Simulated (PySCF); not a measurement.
# F3GaH3P (Ga(PH3)F3): the cost of one run

Computed with PySCF 2.14.0, with density-fitted response routines of our own, on a single molecule in the gas phase. Atoms count from 0, in the outputs and in this text.

## (1) The molecule as given

8 atoms, charge 0, multiplicity 1; geometry from: GFN2-xTB. The atoms were then displaced at random by about 0.03 Å, so the start is not that level's minimum.

Bonds of the start (Å): Ga0–P1 2.49, Ga0–F5 1.68, Ga0–F6 1.82, Ga0–F7 1.68, P1–H2 1.35, P1–H3 1.41, P1–H4 1.36.

## (2) Geometry optimisation at PBE0-D3(BJ)/def2-SVP

What the job is given:

```
{"job": {"xc": "PBE0", "basis": "def2-SVP", "d3": "d3bj", "grid": 1, "maxiter": 40, "shake": 0.03, "kind": "geom"}, "charge": 0, "multiplicity": 1}
Ga     0.058030    -0.065300    -1.357290
P     -0.013280    -0.018890     1.128080
H      0.639160     0.987610     1.755670
H      0.628680    -1.111210     1.745470
H     -1.224200     0.064050     1.740630
F      1.695540     0.008170    -1.707880
F     -0.815920     1.497430    -1.687610
F     -0.829790    -1.447520    -1.700780
```

Launch:

```
$ OMP_NUM_THREADS=1 python probes_run.py task.json out
```

One launch serves the whole session: the jobs run in the order shown.

Q: Estimate the wall time and peak memory of this first job on 1 thread of Arm Neoverse V1, shared host.

About 27 s, with a peak of 0.42 GiB.
